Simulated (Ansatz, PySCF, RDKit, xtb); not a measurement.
**C3H7BGe: which of the isomers drawn lies lowest?**

Which of a sample of isomers of C3H7BGe is the most stable in the gas at 298.15 K, and what are its properties? The sample is small against all isomers, and the most stable one of this formula need not be in it.

Plan: many cheap relaxations first (GFN2-xTB), then density-functional screening, relaxation at r2SCAN-D4/def2-SVP, vibrations (at GFN2-xTB) and a final energy. The numbers are computed, not measured.

### 1 Candidates

Isomers were taken from a list of plausible structures; this is a sample, not all of them. That gives 5 candidates.

| label | SMILES | spin |
| --- | --- | --- |
| c049 | [BH2][GeH2][CH2]C#C | singlet |
| c294 | B[CH2][GeH2][C]#C | singlet |
| c583 | BC#C[CH2][GeH3] | singlet |
| c788 | [BH]1CC=[CH][GeH2]1 | singlet |
| c808 | CC#C[BH][GeH3] | singlet |

Candidates are built by distance geometry, with a force field where one applies, in up to four conformers (letters a to d).

Q: Predict the outcome of this search (final energies at CCSD(T)/def2-SVP + MP2/def2-TZVPP - MP2/def2-SVP).

| quantity | value |
| --- | --- |
| lowest structure found | [BH]1CC=[CH][GeH2]1, singlet |
| next finalist | CC#C[BH][GeH3], singlet, 12.5 kcal/mol higher in G |
| share at equilibrium, among the finalists | 100.0 % |
| dipole moment (PBE0/def2-SVPD) | 1.25 D |
| HOMO energy (PBE0/def2-SVPD) | -7.41 eV |
| LUMO energy (PBE0/def2-SVPD) | -1.94 eV |
| HOMO–LUMO gap (PBE0/def2-SVPD) | 5.48 eV |
| lowest excitation (TD-PBE0/def2-SVPD) | 4.00 eV (f = 0.003) |
| strongest of the states computed, same level | 6.88 eV (f = 0.079) |
| lowest triplet excitation, same level, Tamm-Dancoff | 3.21 eV |
| vertical ionisation energy | 9.37 eV |
| vertical electron affinity | 0.27 eV |
| vertical triplet less singlet | +3.24 eV |

`[BH]1CC=[CH][GeH2]1` comes out lowest. Among the finalists first place is clear (12.5 kcal/mol); structures outside the list aren't covered. GFN2-xTB, HF/STO-3G, r2SCAN-D4/def2-SVP, r2SCAN-D4/def2-SVP, relaxed, HF/def2-SVP and MP2/def2-SVP already put its bonding pattern lowest among the structures in one piece. The search is not exhaustive (a finite list of starts, one conformer a finalist), so a lower isomer can't be ruled out. Only 5 drawn patterns were tried, so whole families of isomers are missing, and the result ranks this sample alone.
